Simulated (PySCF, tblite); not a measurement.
# C5H11GaOSi: geometry, infrared bands and NMR shifts

Aim: predict the infrared bands and NMR shifts of C5H11GaOSi (`C=C(C)[C](=C)[GaH][O][SiH3]`).

The runs use tblite 0.8.0 and PySCF 2.14.0, with density-fitted response routines of our own; the level of theory stands in each step. All values are computed, except where a source is named. Atoms count from 0, in the outputs and in this text.

### 1 The molecule as given

19 atoms, charge 0, multiplicity 1; geometry from: force field or distance geometry start.

Bonds of the start (Å): C0–C1 1.33, C1–C2 1.45, C1–C3 1.46, C3–C4 1.33, C3–Ga5 2.19, Ga5–O6 1.78, O6–Si7 1.71, C0–H8 1.08, C0–H9 1.07, C2–H10 1.13, C2–H11 1.10, C2–H12 1.11, C4–H13 1.08, C4–H14 1.09, Ga5–H15 1.71, Si7–H16 1.46, Si7–H17 1.47, Si7–H18 1.47.

### 2 Geometry optimisation with GFN2-xTB

The job: settings as JSON, then the geometry in Å.

```
{"job": {"kind": "relax", "xc": "GFN2-xTB", "basis": "xTB"}, "charge": 0, "multiplicity": 1}
C     -0.250000    -0.954600    -1.201200
C     -1.233800    -0.218000    -0.680900
C     -2.438100    -0.023800    -1.472800
C     -1.027200     0.334800     0.655800
C     -1.928100     1.068100     1.298400
Ga     0.850500    -0.082100     1.705700
O      2.583400     0.296600     1.547000
Si     3.602800     0.179600     0.173100
H      0.651500    -1.117500    -0.626500
H     -0.311200    -1.402800    -2.171200
H     -2.938400    -1.015100    -1.682500
H     -3.181900     0.675000    -1.072400
H     -2.103700     0.369500    -2.453000
H     -1.757700     1.472900     2.285600
H     -2.886000     1.325600     0.843700
H      0.756700    -0.044600     3.411900
H      3.091200    -0.853600    -0.729000
H      3.553400     1.506000    -0.468900
H      4.957000    -0.167000     0.629900
```

Started as:

```sh
> OMP_NUM_THREADS=1 python probes_run.py task.json out
```

This one command runs all jobs of the session in turn.

**Question.** This job is followed by: GFN2-xTB harmonic vibrations, gas phase; GIAO PBE0/pcSseg-1 NMR shielding, non-relativistic, gas phase. What will the session give for the following? strongest single infrared mode (GFN2-xTB); zero-point energy (GFN2-xTB); ¹³C shifts against TMS (PBE0/pcSseg-1); ¹H shifts against TMS (PBE0/pcSseg-1, means over atoms taken as alike); ¹⁷O shifts against H2O (PBE0/pcSseg-1); ²⁹Si shifts against TMS (PBE0/pcSseg-1); shieldings of Ga (PBE0/pcSseg-1); surface potential, 1st and 99th percentile.

**Answer**, as computed:

| quantity | value |
| --- | --- |
| strongest single infrared mode (GFN2-xTB) | 815 cm⁻¹, 558 km/mol |
| zero-point energy (GFN2-xTB) | 82.7 kcal/mol |
| ¹³C shifts against TMS (PBE0/pcSseg-1) | 171.5, 152.4, 134.4, 129.4, 21.1 ppm |
| ¹H shifts against TMS (PBE0/pcSseg-1, means over atoms taken as alike) | 6.49, 6.02, 5.78, 5.66, 5.62, 5.42, 2.07 ppm |
| ¹⁷O shifts against H2O (PBE0/pcSseg-1) | 76.3 ppm |
| ²⁹Si shifts against TMS (PBE0/pcSseg-1) | -40.2 ppm |
| shieldings of Ga (PBE0/pcSseg-1) | Ga5 1394.0 ppm |
| surface potential, 1st and 99th percentile | -0.59 V and 2.06 V |

**Reading.** The optimisation took 113 steps and gained 0.764 eV; among the close pairs (by a distance rule), C3–Ga5 changed most, from 2.191 to 2.031 Å. All 51 modes are real, so the xTB geometry is a minimum. The strongest single mode, at 815 cm⁻¹, moves mainly H16, H17 and H18. Unscaled tight-binding wavenumbers are off by several per cent, some by more. Its intensities can rank the bands wrongly. At PBE0/pcSseg-1: The widest tensor belongs to Ga5: span 319 ppm, with a paramagnetic part of -1247 ppm. By nearest atom (PBE0/pcSseg-1), the HOMO sits on C0 30 %; C1, C4 about 19 % each and the LUMO on Ga5 30 %; C4 19 %. Spin-orbit coupling is left out, which matters for shieldings and couplings at and beside the heavy atoms.
